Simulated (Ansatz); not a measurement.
# HSeS− (SMILES [S-][SeH]): one structure at several levels

The task here is to estimate one member of a computed series from the others.

Program: Ansatz 0.2.0, Gaussian basis. Level of theory: single points in def2-TZVPPD. These are calculated values, not measurements.

Cores are frozen in the correlated methods. Filled d shells of the heavier atoms are correlated.

## The starting structure

3 atoms, charge -1, spin multiplicity 1.

Atoms are counted from 1 here; the program's logs count them from 0.

Bond lengths: S1–Se2 2.151 Å, Se2–H3 1.413 Å. Angles: S1–Se2–H3 101.4°.

Geometry (Å):

```
S     1.15160   -0.92900    0.50860
Se   -0.64960   -0.11600   -0.34170
H    -0.46920    1.26570   -0.10950
```

Set-up of the first run:

run/in.yaml

```yaml
crystal:
  periodic: [false, false, false]
  atoms:
    - {symbol: S, position_ang: [1.151600, -0.929000, 0.508600]}
    - {symbol: Se, position_ang: [-0.649600, -0.116000, -0.341700]}
    - {symbol: H, position_ang: [-0.469200, 1.265700, -0.109500]}
basis:
  gaussian: {orbitals: "def2-TZVPPD.json"}
total_charge: -1
correlation: {method: ccsd_t}
output: {forces: true}
```

The basis file named in the input lies beside it (Basis Set Exchange, JSON).

No record of the launch command was kept for these runs.

Steps of the session up to this table: CCSD(T)/def2-TZVPPD; PBE0-D4/def2-TZVPPD; wB97M-V/def2-TZVPPD; r2SCAN-D4/def2-TZVPPD; PBE-D4/def2-TZVPPD; LC-wPBE/def2-TZVPPD; SPW92/def2-TZVPPD.

One of the session's tables, all rows but one given; the rest of the session is left out.

```
   method  RMS force component (eV/Å)  angle to CCSD(T) forces (°)
  CCSD(T)                       0.865                    reference
  PBE0-D4                       0.855                         12.3
  wB97M-V                           ?                            ?
r2SCAN-D4                       0.883                          9.4
   PBE-D4                       1.046                          8.7
  LC-wPBE                       0.699                         18.3
    SPW92                       0.933                         18.2
```

Q: Estimate the row for wB97M-V from the others.

The run gave: RMS force component (eV/Å): 0.823; angle to CCSD(T) forces (°): 5.3. In the column «RMS force component (eV/Å)» it lies between LC-wPBE (0.699) and PBE0-D4 (0.855).

To keep in mind: The anion's highest level is positive in at least one run, so there the basis alone may hold the extra electron.
